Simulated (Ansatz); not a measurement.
# LiCaSe (element-swapped structure): how the settings move a relaxation

Aim: see which settings change the result for LiCaSe (element-swapped structure), by how much, and at what cost.

Program: Ansatz 0.2.0. Level of theory: reference: DFT r2SCAN, plane waves, PAW, scalar-relativistic, no spin polarisation. These are calculated values, not measurements.

## 1. The starting structure

Symmetry: P4/nmm, No. 129, tetragonal system. Conventional cell: a = 3.838 Å, b = 3.838 Å, c = 8.428 Å, α = 90.00°, β = 90.00°, γ = 90.00°. Ca (site symmetry 4mm) is surrounded by 4 Li at 2.35 Å and 4 Se at 3.05 Å. Around Li (site symmetry -4m2) lie 4 Ca at 2.35 Å and 4 Li at 2.71 Å and 4 Se at 3.34 Å. Se (site symmetry 4mm) is surrounded by 4 Ca at 3.05 Å and 4 Li at 3.34 Å.

As a file:

```cif
data_structure
_symmetry_space_group_name_H-M 'P4/nmm:1'
_symmetry_Int_Tables_number 129
_cell_length_a 3.8375
_cell_length_b 3.8375
_cell_length_c 8.4282
_cell_angle_alpha 90.000
_cell_angle_beta 90.000
_cell_angle_gamma 90.000
_cell_volume 124.12
loop_
_atom_site_label
_atom_site_type_symbol
_atom_site_symmetry_multiplicity
_atom_site_Wyckoff_symbol
_atom_site_fract_x
_atom_site_fract_y
_atom_site_fract_z
_atom_site_occupancy
Ca1 Ca 2 c 0.00000 0.50000 0.16000 1
Li1 Li 2 a 0.00000 0.00000 0.00000 1
Se1 Se 2 c 0.00000 0.50000 0.67500 1
```

## 2. The reference run

input.yaml reads:

```yaml
crystal:
  lattice:
    - [3.83753, 0.0, 0.0]
    - [0.0, 3.83753, 0.0]
    - [0.0, 0.0, 8.428238]
  atoms:
    - { symbol: Ca, position: [0.0, 0.5, 0.16] }
    - { symbol: Ca, position: [0.5, 0.0, 0.84] }
    - { symbol: Li, position: [0.0, 0.0, 0.0] }
    - { symbol: Li, position: [0.5, 0.5, 0.0] }
    - { symbol: Se, position: [0.0, 0.5, 0.675] }
    - { symbol: Se, position: [0.5, 0.0, 0.325] }
  symmetry: { tolerance: 0.0003 }
kpoints:
  mp_grid: { grid: [5, 5, 2], shift: [0, 0, 0] }
magnetization:
  spin_polarized: false
scf:
  occupations: { method: fermi_dirac, width: 0.0294 }
hamiltonian:
  pseudopotentials: { kind: paw }
  xc: r2scan
basis:
  ecutwfc: 500
output:
  forces: true
  stress: true
  eigenvalues: true
  write_density: true
  write_potential: true
  elf: true
  volumetric_format: npy
relax:
  max_steps: 40
  cell: {}
```

Started as:

```bash
ansatz run input.yaml --threads 1 --pin off --max-ram 2560MiB --backend cpu --events-out ev --progress --plain --runs-dir out
```

Log, shortened:

```text
Warning: RAYON_NUM_THREADS=1 ignored (pool sized by the plan → 1); use --threads N
[...]
Pseudopotentials: kind: paw
Pseudopotential: Ca, paw, valence charge 10, recommended cutoff 500 eV (meta_gga), Ca.paw.azcp
Pseudopotential: Li, paw, valence charge 3, recommended cutoff 500 eV (meta_gga), Li.paw.azcp
Pseudopotential: Se, paw, valence charge 16, recommended cutoff 500 eV (meta_gga), Se.paw.azcp
Functional definition: r2SCAN
[...]
Crystal: 6 atoms, lattice volume = 124.120 Å³
Basis set: ecut = 500 eV, 3111 PW (Γ), exchange–correlation on 120×120×256 points (64 copies of the dense FFT grid, shifted against one another)
Bands: 35, of which v1, the nominal top of the filled ones, is band 29 counted from 1 (28 counted from 0)
Symmetry: 16 space group operations
Space group: P4/nmm (ITA 129), of the structure as read, at distance tolerance 1.5e-3 Å
k-points: 12 of 50
[...]
SCF iter   1: F=—  HF=-15007.513131 eV  |F-HF|=—  |Δ(HF+E_count)|=         —  Δρ=5.38e-3  dr2=5.06e-2  dr2_τ=2.68e-2  ethr=1.77e-3  ⟨swp⟩=10.5  Hψ=2138  notcnv=0
[...]
relax step   1: F+E_penalty+E_count = -15007.70845292 eV  Δ(F+E_penalty+E_count) = +0.000e0 eV  max|allowed force component| = 6.519e0 eV/Å  Δτ_max = 0.0000 Å  P = +10.923 GPa  Ω = 124.120 Å³  (11 SCF iters, dr2 threshold 1.00e-7 eV, accepted)
[...]
Fermi energy:    5.687791 eV
[...]
--- Forces (eV/Å), atoms counted from 1 ---
  atom   1  Ca     0.00000000     0.00000000    -0.00180945
  atom   2  Ca     0.00000000     0.00000000     0.00180945
  atom   3  Li     0.00000000     0.00000000     0.00000000
  atom   4  Li     0.00000000     0.00000000     0.00000000
  atom   5  Se     0.00000000     0.00000000    -0.00138623
  atom   6  Se     0.00000000     0.00000000     0.00138623
[...]
--- Stress (GPa, compression-positive) ---
        0.003071       0.000000       0.000000
        0.000000       0.003071       0.000000
        0.000000       0.000000       0.018429
  P = ⅓ Tr σ = 0.0082 GPa (0.082 kbar)
--- Band table (eV; the first three rows and the last of 12) ---
[...]
--- Relaxed structure (15 steps of the walk, 15 accepted, 1 SCFs on fresh bases) ---
  F+E_penalty+E_count = -15017.45793059 eV   max|allowed force component| = 1.809e-3 eV/Å   (the final SCF, on the basis selected at the relaxed cell)
  cell:  # Å, volume = 162.9851 Å³
    - [4.131732685478955, -6.459065854602213e-34, 0.0]
    - [-6.459065854602213e-34, 4.131732685478955, 0.0]
    - [0.0, 0.0, 9.547364387953186]
  atoms:
    - { symbol: Ca, position: [-7.2520440255493715e-34, 0.49999999999999994, 0.35220363601414756] }
    - { symbol: Ca, position: [0.49999999999999994, 3.1336060457929974e-35, 0.6477963639858522] }
    - { symbol: Li, position: [8.145816063397099e-34, -1.0191111744235875e-34, -8.575949662594592e-19] }
    - { symbol: Li, position: [0.49999999999999994, 0.49999999999999994, -8.575949662594592e-19] }
    - { symbol: Se, position: [-6.299502834889417e-35, 0.49999999999999994, 0.6626829602317876] }
    - { symbol: Se, position: [0.49999999999999994, 8.08243686454487e-35, 0.33731703976821237] }
```

It took 2.9 min on 1 thread of an x86-64 CPU, shared host; peak memory 0.81 GiB.

## 3. Changing settings: mp_grid.grid [2, 2, 1]

Changes to input.yaml since step 2:

```diff
@@ -14,3 +14,3 @@
 kpoints:
-  mp_grid: { grid: [5, 5, 2], shift: [0, 0, 0] }
+  mp_grid: { grid: [2, 2, 1], shift: [0, 0, 0] }
 magnetization:
```

Started as:

```bash
ansatz run input.yaml --threads 1 --pin off --max-ram 2560MiB --backend cpu --events-out ev --progress --plain --runs-dir out
```

Log, shortened:

```text
Warning: RAYON_NUM_THREADS=1 ignored (pool sized by the plan → 1); use --threads N
[...]
[... 5 set-up lines as earlier in the session ...]
[...]
Crystal: 6 atoms, lattice volume = 124.120 Å³
Basis set: ecut = 500 eV, 3111 PW (Γ), exchange–correlation on 120×120×256 points (64 copies of the dense FFT grid, shifted against one another)
Bands: 35, of which v1, the nominal top of the filled ones, is band 29 counted from 1 (28 counted from 0)
[... 2 set-up lines as earlier in the session ...]
k-points: 3 of 4
[...]
        0.000000      -0.000000       0.025550
  P = ⅓ Tr σ = 0.0248 GPa (0.248 kbar)
--- Band table (eV) ---
[...]
--- Relaxed structure (13 steps of the walk, 12 accepted, 1 SCFs on fresh bases) ---
  F+E_penalty+E_count = -15016.93703630 eV   max|allowed force component| = 6.659e-3 eV/Å   (the final SCF, on the basis selected at the relaxed cell)
  cell:  # Å, volume = 155.6637 Å³
    - [4.205917087904717, -1.7409381801651844e-33, 0.0]
    - [6.297010438895348e-34, 4.205917087904717, 0.0]
    - [0.0, 0.0, 8.799661637860403]
  atoms:
    - { symbol: Ca, position: [-6.361557219846429e-34, 0.49999999999999994, 0.3452116585163199] }
    - { symbol: Ca, position: [0.49999999999999994, 1.9236604073880813e-36, 0.6547883414836799] }
    - { symbol: Li, position: [9.481685390173648e-34, 2.0412855023621243e-34, 6.860759730075679e-19] }
    - { symbol: Li, position: [0.49999999999999994, 0.49999999999999994, 6.860759730075677e-19] }
    - { symbol: Se, position: [-2.471719834282781e-34, 0.49999999999999994, 0.677018234747157] }
    - { symbol: Se, position: [0.49999999999999994, 3.2469427258461495e-36, 0.3229817652528431] }
```

It took 75 s on 1 thread of an x86-64 CPU, shared host; peak memory 0.71 GiB.

Changing the k-point mesh moves the energy by +86.8 meV/atom, and the gap on the mesh closes (it was 0.06 eV) and the final volume goes from 162.99 to 155.66 Å³. The energy is not variational in the mesh, so the sign tells nothing. A gap read on a mesh depends on which points the mesh holds, and a coarse mesh shifts the density too. Cost: 132 SCF cycles against 138, 75 s against 2.9 min. The variant is not converged in its settings.

## 4. Changed: ecutwfc 450 eV, accuracy high

Changes to input.yaml since step 2:

```diff
@@ -23,3 +23,3 @@
 basis:
-  ecutwfc: 500
+  ecutwfc: "450 eV"
 output:
@@ -28,6 +28,2 @@
   eigenvalues: true
-  write_density: true
-  write_potential: true
-  elf: true
-  volumetric_format: npy
 relax:
@@ -35 +31,2 @@
   cell: {}
+accuracy: high
```

Started as:

```bash
ansatz run input.yaml --threads 1 --pin off --max-ram 2560MiB --backend cpu --events-out ev --progress --plain --runs-dir out
```

Log, shortened:

```text
Warning: basis.ecutwfc = 450 eV is below the records' recommended 500 eV, and the density's cutoff is lower with it unless basis.ecutrho_ratio is high enough to keep the records' density cutoff: compare with a run at a higher cutoff
Warning: RAYON_NUM_THREADS=1 ignored (pool sized by the plan → 1); use --threads N
[...]
[... 5 set-up lines as earlier in the session ...]
[...]
Crystal: 6 atoms, lattice volume = 124.120 Å³
Basis set: ecut = 450 eV, 2685 PW (Γ), exchange–correlation on 160×160×360 points (125 copies of the dense FFT grid, shifted against one another)
Bands: 35, of which v1, the nominal top of the filled ones, is band 29 counted from 1 (28 counted from 0)
[... 1 set-up line as earlier in the session ...]
[...]
--- Stress (GPa, compression-positive) ---
        0.008665       0.000000       0.000000
        0.000000       0.008665       0.000000
        0.000000       0.000000       0.036802
  P = ⅓ Tr σ = 0.0180 GPa (0.180 kbar)
--- Band table (eV; the first three rows and the last of 12) ---
[...]
--- Relaxed structure (15 steps of the walk, 15 accepted, 1 SCFs on fresh bases) ---
  F+E_penalty+E_count = -15017.45571966 eV   max|allowed force component| = 1.095e-3 eV/Å   (the final SCF, on the basis selected at the relaxed cell)
  cell:  # Å, volume = 162.7500 Å³
    - [4.131894332434572, 1.8752126674651587e-34, 0.0]
    - [-4.051385392671639e-34, 4.131894332434572, 0.0]
    - [0.0, 0.0, 9.532848338018997]
  atoms:
    - { symbol: Ca, position: [-6.392392965230251e-34, 0.5, 0.3519826076307177] }
    - { symbol: Ca, position: [0.5, 9.434512826043455e-37, 0.6480173923692821] }
    - { symbol: Li, position: [8.057972478472144e-34, 1.0065522450122963e-34, 4.570184051250654e-35] }
    - { symbol: Li, position: [0.5, 0.5, -2.285092025625327e-35] }
    - { symbol: Se, position: [-1.8646844917135892e-34, 0.5, 0.6629115850374457] }
    - { symbol: Se, position: [0.5, -9.989556242952222e-35, 0.3370884149625541] }
```

Run time: 2.9 min. Hardware: 1 thread of an x86-64 CPU, shared host; peak memory 1.2 GiB.

Changing the cutoff and accuracy level moves the energy by +0.4 meV/atom, and the final volume goes from 162.99 to 162.75 Å³. The log warns that the cutoff is under what these potentials recommend, so the shift holds truncation error.

## 5. Variant: mp_grid.grid [3, 3, 1], mp_grid.shift [0.5, 0.5, 0.5], xc pbesol

Changes to input.yaml since step 2:

```diff
@@ -14,3 +14,3 @@
 kpoints:
-  mp_grid: { grid: [5, 5, 2], shift: [0, 0, 0] }
+  mp_grid: { grid: [3, 3, 1], shift: [0.5, 0.5, 0.5] }
 magnetization:
@@ -21,3 +21,3 @@
   pseudopotentials: { kind: paw }
-  xc: r2scan
+  xc: pbesol
 basis:
@@ -28,6 +28,2 @@
   eigenvalues: true
-  write_density: true
-  write_potential: true
-  elf: true
-  volumetric_format: npy
 relax:
```

Started as:

```bash
ansatz run input.yaml --threads 1 --pin off --max-ram 2560MiB --backend cpu --events-out ev --progress --plain --runs-dir out
```

Log, shortened:

```text
Warning: RAYON_NUM_THREADS=1 ignored (pool sized by the plan → 1); use --threads N
[...]
[... 1 set-up line as earlier in the session ...]
Pseudopotential: Ca, paw, valence charge 10, recommended cutoff 420 eV (normal), Ca.paw.azcp
Pseudopotential: Li, paw, valence charge 3, recommended cutoff 420 eV (normal), Li.paw.azcp
Pseudopotential: Se, paw, valence charge 16, recommended cutoff 420 eV (normal), Se.paw.azcp
Functional definition: PBEsol
[...]
Crystal: 6 atoms, lattice volume = 124.120 Å³
Basis set: ecut = 500 eV, 3111 PW (Γ), exchange–correlation on 60×60×128 points (8 copies of the dense FFT grid, shifted against one another)
Bands: 35, of which v1, the nominal top of the filled ones, is band 29 counted from 1 (28 counted from 0)
[... 2 set-up lines as earlier in the session ...]
k-points: 3 of 9
[...]
        0.000000       0.000000      -0.000587
  P = ⅓ Tr σ = 0.0042 GPa (0.042 kbar)
--- Band table (eV) ---
[...]
--- Relaxed structure (15 steps of the walk, 14 accepted, 1 SCFs on fresh bases) ---
  F+E_penalty+E_count = -14848.33360916 eV   max|allowed force component| = 2.879e-3 eV/Å   (the final SCF, on the basis selected at the relaxed cell)
  cell:  # Å, volume = 151.9757 Å³
    - [4.084638723869611, 6.2738596652229385e-34, 0.0]
    - [6.2738596652229385e-34, 4.084638723869611, 0.0]
    - [0.0, 0.0, 9.108916257771853]
  atoms:
    - { symbol: Ca, position: [-8.00197803221887e-34, 0.49999999999999994, 0.35162274219699763] }
    - { symbol: Ca, position: [0.49999999999999994, -2.6996592978418563e-36, 0.6483772578030021] }
    - { symbol: Li, position: [1.2570651078742119e-33, 1.9951748314504224e-34, 2.7443038920302706e-19] }
    - { symbol: Li, position: [0.49999999999999994, 0.49999999999999994, 2.7443038920302706e-19] }
    - { symbol: Se, position: [-3.1340144662616574e-34, 0.49999999999999994, 0.6766747578300844] }
    - { symbol: Se, position: [0.49999999999999994, -4.464035722452575e-36, 0.32332524216991565] }
```

It took 29 s on 1 thread of an x86-64 CPU, shared host; peak memory 0.44 GiB.

A change of functional puts the total energy on another scale; the gap on the mesh closes (it was 0.06 eV) and the final volume goes from 162.99 to 151.98 Å³. The k-point mesh changed too.

## 6. A run with other settings

Changes to input.yaml since step 2:

```diff
@@ -19,2 +19,3 @@
   occupations: { method: fermi_dirac, width: 0.0294 }
+  max_iter: 75
 hamiltonian:
@@ -23,3 +24,3 @@
 basis:
-  ecutwfc: 500
+  ecutwfc: "20 eV"
 output:
@@ -28,6 +29,2 @@
   eigenvalues: true
-  write_density: true
-  write_potential: true
-  elf: true
-  volumetric_format: npy
 relax:
```

Started as:

```bash
ansatz run input.yaml --threads 1 --pin off --max-ram 2560MiB --backend cpu --events-out ev --progress --plain --runs-dir out
```

Log:

```text
Error: inconsistent input (basis.ecutwfc, kpoints): the smallest per-k basis holds n_pw = 20 plane waves (k-point 10, counted from 0 among those solved) but the deck needs at least 30 band(s) per channel, and no run solves more bands than the smallest per-k basis has plane waves; raise basis.ecutwfc until the smallest per-k basis, which caps the automatic band count, holds at least 30 plane waves
```

Run time: 0.17 s. Hardware: 1 thread, shared host; peak memory 0.1 GiB.

## 7. What went wrong

The program refused the input before any cycle. The line that matters: «inconsistent input (basis.ecutwfc, kpoints): the smallest per-k basis holds n_pw = 20 plane waves (k-point 10, counted from 0 among those solved) but the deck needs at least 30 band(s) per channel ...»

The suspect setting: basis.ecutwfc is 20 eV. With so few plane waves the basis is incomplete by a wide margin. At this value the smallest basis holds 20 plane waves, fewer than the 30 bands to be solved.

The cure: set basis.ecutwfc to 500.

## 8. All runs together

```csv
run,ending,energy change,pressure (GPa),gap (eV),force (eV/Å),cycles,time
reference,converged,0,0.0,0.06,0.00,138,2.9 min
"1: mp_grid.grid [2, 2, 1]",converged,+86.8 meV/atom,0.0,0.00,0.01,132,75 s
"2: ecutwfc 450 eV, accuracy high",converged,+0.4 meV/atom,0.0,0.06,0.00,138,2.9 min
"3: mp_grid.grid [3, 3, 1], mp_grid.shift [0.5, 0.5, 0.5], xc pbesol",converged,not comparable,0.0,0.00,0.00,120,29 s
4: ecutwfc 20 eV,refused,-,-,-,-,-,0.17 s
```

Times don't compare one to one where runs were asked for different outputs or read a saved state (see the inputs); cycles may leave out searches for a lower state.

**Reading.** Of the converged runs whose energies compare with the reference's, «mp_grid.grid [2, 2, 1]» moves the energy most (+86.8 meV/atom) and «ecutwfc 450 eV, accuracy high» least (+0.4 meV/atom). Run 2 ran under the cutoff that the potentials recommend, as the log warns, so basis error is mixed into its values. 1 of the 4 altered inputs did not end normally.

The reference is no final answer either: its mesh is coarse for a cell with so small a gap or none.
